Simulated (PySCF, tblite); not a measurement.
# C8H14N2: geometry, infrared bands and NMR shifts

Wanted: the infrared bands and NMR shifts of C8H14N2 (`CC[C@H](C)n1nccc1C`), by calculation.

The runs use tblite 0.8.0 and PySCF 2.14.0, with density-fitted response routines of our own; the level of theory stands in each step. All values are computed, except where a source is named. Atoms count from 0, in the outputs and in this text.

## 1. Starting geometry

24 atoms, charge 0, multiplicity 1; geometry from: force field or distance geometry start.

Bonds of the start (Å): C0–C1 1.52, C1–C2 1.55, C2–C3 1.53, C2–N4 1.46, N4–N5 1.34, N5–C6 1.34, C6–C7 1.41, C7–C8 1.38, C8–C9 1.48, C8–N4 1.38, C0–H10 1.09, C0–H11 1.11, C0–H12 1.09, C1–H13 1.09, C1–H14 1.10, C2–H15 1.09, C3–H16 1.09, C3–H17 1.09, C3–H18 1.11, C6–H19 1.09, C7–H20 1.07, C9–H21 1.10, C9–H22 1.09, C9–H23 1.10.

## 2. Geometry optimisation with GFN2-xTB

Job settings and geometry (Å):

```
{"job": {"kind": "relax", "xc": "GFN2-xTB", "basis": "xTB"}, "charge": 0, "multiplicity": 1}
C     -2.049600     1.054700     0.913100
C     -1.997100    -0.149700    -0.016800
C     -0.643000    -0.269000    -0.754800
C     -0.702600    -1.379400    -1.807700
N      0.483000    -0.452200     0.150800
N      0.512900    -1.536000     0.944800
C      1.660100    -1.400500     1.618500
C      2.369300    -0.240500     1.263200
C      1.589700     0.358500     0.296100
C      1.802200     1.615200    -0.458600
H     -1.878100     1.980900     0.356700
H     -3.054100     1.124800     1.372700
H     -1.328600     0.989800     1.732000
H     -2.803200    -0.074800    -0.739500
H     -2.186900    -1.052000     0.582200
H     -0.488300     0.674800    -1.285800
H     -1.489200    -1.193900    -2.531800
H      0.248300    -1.468300    -2.337300
H     -0.901400    -2.356600    -1.330100
H      1.934900    -2.156300     2.355800
H      3.307000     0.109100     1.650000
H      2.752600     2.086500    -0.173500
H      1.011400     2.343400    -0.252700
H      1.838800     1.411200    -1.539600
```

On the command line:

```bash
$ OMP_NUM_THREADS=1 python probes_run.py task.json out
```

One launch serves the whole session: the jobs run in the order shown.

**Question.** This job is followed by: GFN2-xTB harmonic vibrations, gas phase; GIAO PBE0/pcSseg-1 NMR shielding, non-relativistic, gas phase. Predict these results of the whole session: strongest single infrared mode (GFN2-xTB); zero-point energy (GFN2-xTB); 13C shifts against TMS (PBE0/pcSseg-1); 1H shifts against TMS (PBE0/pcSseg-1, means over atoms taken as alike); 15N shifts against NH3 (PBE0/pcSseg-1).

The runs gave:

| quantity | value |
| --- | --- |
| strongest single infrared mode (GFN2-xTB) | 3022 cm⁻¹, 57 km/mol |
| zero-point energy (GFN2-xTB) | 130.7 kcal/mol |
| 13C shifts against TMS (PBE0/pcSseg-1) | 142.5, 141.0, 110.0, 57.8, 34.5, 25.1, 13.4, 13.3 ppm |
| 1H shifts against TMS (PBE0/pcSseg-1, means over atoms taken as alike) | 7.56, 6.08, 3.76, 2.52, 2.36, 1.51, 1.48, 0.69 ppm |
| 15N shifts against NH3 (PBE0/pcSseg-1) | 334.2, 242.5 ppm |

What this shows: Relaxing lowered the energy by 0.134 eV in 54 steps; the close pair that moved most is N4–C8, from 1.380 to 1.353 Å. All 66 modes are real, so the xTB geometry is a minimum. The strongest single mode, at 3022 cm⁻¹, moves mainly H10. Unscaled tight-binding wavenumbers are off by several per cent, some by more. Its intensities can rank the bands wrongly. At PBE0/pcSseg-1: The largest span, 485 ppm, is at N5, where the paramagnetic term is -390 ppm. NICS(1)zz of -29 ppm above the planar ring from N4 marks a diatropic (aromatic) ring current.
